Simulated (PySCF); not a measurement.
# A diatomic session: BiH

One table from this session's results is given with a row withheld; the runs are named, their logs left out.

Method: Bi def2-TZVPP with ECP60, H def2-TZVPP, scalar-relativistic core potentials; program: PySCF 2.14.0.

Set-up of the first run:

Settings of the job:

```json
{"atoms": "Bi, H", "charge": "0", "basis": "Bi def2-TZVPP with ECP60, H def2-TZVPP", "Hamiltonian": "scalar-relativistic core potentials", "basis functions": "64", "electrons treated": "24", "masses in u": "208.9804, 1.0078", "levels": "PBE0, PBE, r²SCAN, BP86, revPBE, r²SCANh, M06, CAM-B3LYP, HF, MP2, SCS-MP2, CCSD, CCSD(T)", "grid": "80 radial by 434 angular points", "occupations": "held fixed by the projection of orbital angular momentum", "dissociation limit": "Bi + H, each in its ground configuration", "starting distance in angstrom": "1.780", "values of 2S to try": "0, 2, 4"}
```

Among the steps run: Input; PBE0 along the bond; Excited determinants; PBE; r²SCAN (meta-GGA); BP86 (GGA); revPBE (GGA); r²SCANh (hybrid meta-GGA); M06 (hybrid meta-GGA); CAM-B3LYP; UHF (mean field); Adding correlation.

One of the session's tables, all rows but one given; the rest of the session is left out.

It belongs to the step «Constants by level of theory». 

| level | Re (Å) | ωe (cm⁻¹) | De (eV) |
| --- | --- | --- | --- |
| UHF | 1.784 | 1864 | 1.33 |
| UHF-MP2 | 1.777 | 1860 | 2.08 |
| UHF-SCS-MP2 | 1.782 | 1853 | 2.20 |
| UHF-CCSD | 1.788 | 1812 | 2.29 |
| UHF-CCSD(T) | 1.792 | 1790 | 2.33 |
| PBE | 1.813 | 1738 | 2.47 |
| revPBE | 1.818 | 1724 | 2.40 |
| BP86 | 1.813 | 1737 | 2.64 |
| r²SCAN | 1.797 | 1793 | 2.43 |
| r²SCANh | 1.792 | 1812 | 2.40 |
| PBE0 | 1.794 | 1810 | 2.38 |
| M06 | 1.815 | 1766 | 2.78 |
| CAM-B3LYP | ? | ? | ? |

Q: Estimate the row for CAM-B3LYP from the others.

As computed: Re (Å): 1.788; ωe (cm⁻¹): 1834; De (eV): 2.54.
